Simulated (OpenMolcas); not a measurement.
**Mo⁴⁺ among point charges: CASSCF and CASPT2 levels and susceptibility**

How does a field of 6 point charges split the states of Mo⁴⁺, and what χT follows?

The numbers are computed with OpenMolcas 26.06 (state-averaged CASSCF and CASPT2, spin-orbit coupling by RASSI with atomic mean-field integrals), except any that are marked as measured or tabulated.

### 1 The system

```
Species                           : Mo⁴⁺ (molybdenum, Z = 42, 38 electrons)
Basis                             : ANO-RCC-VDZP [6s5p3d1f], 43 functions
Scalar Hamiltonian                : DKH2, point nucleus
Inactive shells                   : 1s 2s 2p 3s 3p 3d 4s 4p
Active space                      : 2 electrons in 5 orbitals (4d)
Some configurations of this space : 4d2
Orbitals                          : optimised for each spin and parity, averaged over all roots
```

Outer shells as boxes (Hund's rule):

4d2
```
4d [↑ ][↑ ][  ][  ][  ]
```

The ion sits among 6 point charges of -0.65 e arranged as a tetragonal octahedron (D4h), 1.79 Å from the ion, with the axial distance 1.862 Å.

The work runs as a chain of OpenMolcas steps in one folder; each step below is one input file. Labels, J, g values, rates, χT and fits are worked out afterwards by a script from the matrices that RASSI stores. The input lists half of the charges; inversion (Group=XYZ) makes the rest.

### 2 GATEWAY and SEWARD: basis and integrals

Input file a.inp:

```
&GATEWAY
Coord
1

Mo 0.0 0.0 0.0
Basis=ANO-RCC-VDZP
Group=XYZ
NoMove
AngMom=0.0 0.0 0.0
AMFI
XField
3 Angstrom 0
1.790000 0.000000 0.000000 -0.650000
0.000000 1.790000 0.000000 -0.650000
0.000000 0.000000 1.861600 -0.650000
&SEWARD
```

Started as:

```bash
> OMP_NUM_THREADS=1 MOLCAS_MEM=1689 MOLCAS_PROJECT=a pymolcas a.inp > a.log
```

### 3 CASSCF: triplets of even parity, 10 roots

Input file a.inp:

```
&RASSCF
FileOrb=start.orb
Symmetry=1
Spin=3
nActEl=2 0 0
Inactive=9 9
Ras2=5 0
CIRoot=10 10 1
SDav=10
CIMx=300
Iter=120 100
PrWF=0.3
OrbListing=Nothing
MaxOrb=0
>>> COPY $Project.JobIph JOB001
```

start.orb holds the contracted functions of the basis, ordered by shell, or the orbitals of the step before.

### 4 Reference wave functions, singlets of even parity, 15 roots

Input file a.inp:

```
&RASSCF
FileOrb=start.orb
Symmetry=1
Spin=1
nActEl=2 0 0
Inactive=9 9
Ras2=5 0
CIRoot=15 15 1
SDav=15
CIMx=300
Iter=120 100
PrWF=0.3
OrbListing=Nothing
MaxOrb=0
>>> COPY $Project.JobIph JOB002
```

### 5 RASSI: spin-orbit coupling between the states

Input file a.inp:

```
&RASSI
NrOfJobIphs=2 10 15
1 2 3 4 5 6 7 8 9 10
1 2 3 4 5 6 7 8 9 10 11 12 13 14 15
IphNames
JOB001
JOB002
EJob
SpinOrbit
DIPRint=1.0
SOCoupling=1000.0
Subsets=2
Property=9
'ANGMOM' 1 'ANGMOM' 2 'ANGMOM' 3 'MLTPL  1' 1 'MLTPL  1' 2 'MLTPL  1' 3
'AMFI' 1 'AMFI' 2 'AMFI' 3
SOProperty=3
'ANGMOM' 1 'ANGMOM' 2 'ANGMOM' 3
```

### 6 CASPT2: IPEA 0.25, imaginary shift 0.1 (closed shells correlated: 4s 4p)

Input file a.inp:

```
>>> COPY JOB001 $Project.JobIph
&CASPT2
Multistate=10 1 2 3 4 5 6 7 8 9 10
NoMult
Frozen=8 6
IPEA=0.25
Imaginary=0.1
MaxIter=60
WThr=0.0 0.3 0.05
PrWF=0.5
NoMix
>>> COPY JOB002 $Project.JobIph
&CASPT2
Multistate=15 1 2 3 4 5 6 7 8 9 10 11 12 13 14 15
NoMult
Frozen=8 6
IPEA=0.25
Imaginary=0.1
MaxIter=60
WThr=0.0 0.3 0.05
PrWF=0.5
NoMix
```

(Steps that only read results are left out.)

**Question.** What will these runs give? Wanted: spin-free ground state; first state of the same spin within the active space; lowest level; next level.

As calculated:

| quantity | value |
| --- | --- |
| method | SS-CASPT2, IPEA 0.25, imaginary shift 0.1 (closed shells correlated: 4s 4p) |
| spin-free ground state | 3A2, 1-fold in its orbital part |
| first state of the same spin within the active space | 3E at 454 cm⁻¹ |
| lowest level | 1-fold A1 |
| next level | 301.8 cm⁻¹ |
| χT at 300 K | 0.21 cm³ K/mol |
| effective moment at 300 K | 1.28 μB |

Cost by method:

```
                                              method  time of its own steps  time with the reference
                                           A. CASSCF                  4.8 s                    4.8 s
B. SS-CASPT2, IPEA 0.25, imaginary shift 0.1, +4s 4p                  1.8 s                    6.6 s
```

Times are of one thread on a shared host.

**Reading.** The spin-free ground state (3A2) comes to 97 % from free-ion F terms and keeps the highest spin of the shell. χT at 300 K is 0.21, against 1.00 cm³ K/mol for the spin alone, so spin-orbit coupling lowers it. The field of point charges can differ much from that of real complexes. Point charges carry no covalency, so the field is a model and not that of real ligands.
